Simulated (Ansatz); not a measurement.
Predict the output of the script below (Ansatz's Python interface).

`energy_ch4clopsi.py`:
```python
'''Single point of CH4ClOPSi in a Gaussian basis.'''

import argparse
import json

import ansatz

parser = argparse.ArgumentParser(description='Single point of CH4ClOPSi in a Gaussian basis.')
parser.add_argument('--basis', default='6-31G*', help='Gaussian basis set')
parser.add_argument('--xc', required=True, help='exchange-correlation functional')
args = parser.parse_args()

GEOMETRY = '''
Cl   -2.40440   -0.49970    1.45100
C    -1.14600    0.43150    0.62220
Si    0.27610   -0.69130    0.40150
O     1.81520    0.01020    0.23420
P     1.76530    0.72760   -1.16180
H    -0.90090    1.31740    1.24260
H    -1.50580    0.79370   -0.32990
H     0.10010   -1.77640   -0.55980
H     2.08880   -0.35920   -1.91710
'''


def main() -> None:
    mol = ansatz.Crystal.molecule()
    for line in GEOMETRY.strip().splitlines():
        symbol, *xyz = line.split()
        mol = mol.atom(symbol, [float(v) for v in xyz])

    calc = (
        mol.calculation()
        .basis(gaussian=args.basis)
        .functional(args.xc)
    )
    print(calc.to_yaml())
    trace = []
    result = calc.session().plan().execute(on_event=trace.append)
    rep = result.report
    for event in trace:
        if event['event'] == 'mean_field_evaluation' and event['data']['evaluation'] <= 25:
            print('pass {evaluation:3d}  E = {energy_ev:.6f} eV  gradient {gradient_ev:.1e}'.format(**event['data']))

    for key in ('converged', 'free_energy_ev', 'reference_energy_ev', 'n_frozen', 'n_occupied', 'n_virtual'):
        print(f'{key:22s} {rep[key]}')
    with open('ch4clopsi.json', 'w') as handle:
        json.dump({k: rep[k] for k in ('free_energy_ev', 'reference_energy_ev', 'n_occupied', 'n_virtual')}, handle, indent=1)


if __name__ == '__main__':
    main()
```

```console
$ python energy_ch4clopsi.py --xc pbe0
crystal:
  periodic: [false, false, false]
  atoms:
    - { symbol: Cl, position_ang: [-2.4044, -0.4997, 1.451] }
    - { symbol: C, position_ang: [-1.146, 0.4315, 0.6222] }
    - { symbol: Si, position_ang: [0.2761, -0.6913, 0.4015] }
    - { symbol: O, position_ang: [1.8152, 0.0102, 0.2342] }
    - { symbol: P, position_ang: [1.7653, 0.7276, -1.1618] }
    - { symbol: H, position_ang: [-0.9009, 1.3174, 1.2426] }
    - { symbol: H, position_ang: [-1.5058, 0.7937, -0.3299] }
    - { symbol: H, position_ang: [0.1001, -1.7764, -0.5598] }
    - { symbol: H, position_ang: [2.0888, -0.3592, -1.9171] }
basis:
  gaussian:
    orbitals: "6-31G*"
hamiltonian:
  xc: pbe0

pass   1  E = -32815.003969 eV  gradient 5.0e+01
pass   2  E = -32797.272321 eV  gradient 9.9e+01
pass   3  E = -32818.850981 eV  gradient 1.9e+01
pass   4  E = -32819.249424 eV  gradient 1.5e+01
pass   5  E = -32820.073067 eV  gradient 5.7e+00
pass   6  E = -32820.174229 eV  gradient 1.4e+00
pass   7  E = -32820.174422 eV  gradient 1.4e+00
pass   8  E = -32820.425306 eV  gradient 1.7e+00
pass   9  E = -32820.433663 eV  gradient 5.6e-01
pass  10  E = -32820.434929 eV  gradient 1.4e-01
pass  11  E = -32820.434983 eV  gradient 2.5e-02
pass  12  E = -32820.435000 eV  gradient 2.7e-02
pass  13  E = -32820.435002 eV  gradient 6.5e-03
pass  14  E = -32820.435002 eV  gradient 1.3e-03
pass  15  E = -32820.435002 eV  gradient 2.7e-04
pass  16  E = -32820.435002 eV  gradient 3.1e-04
pass  17  E = -32820.435002 eV  gradient 1.1e-04
pass  18  E = -32820.435002 eV  gradient 1.4e-05
pass  19  E = -32820.435002 eV  gradient 1.4e-05
converged              True
free_energy_ev         -32820.435027809806
reference_energy_ev    -32820.435027809806
n_frozen               0
n_occupied             [32, 32]
n_virtual              [63, 63]
```

File `ch4clopsi.json` afterwards:
```json
{
 "free_energy_ev": -32820.435027809806,
 "reference_energy_ev": -32820.435027809806,
 "n_occupied": [
  32,
  32
 ],
 "n_virtual": [
  63,
  63
 ]
}
```

Notes:
- Total energies depend on the basis set; only differences at equal settings carry meaning.
- The geometry is a force-field or estimated start, not a minimum of this method, and the basis set is short of its limit.
- Early passes use coarser integrals and grids, so their energies can't be compared with the last.
- Finished in 4.7 s on 1 thread of Arm Neoverse V1 (shared host), peak memory 0.25 GiB.
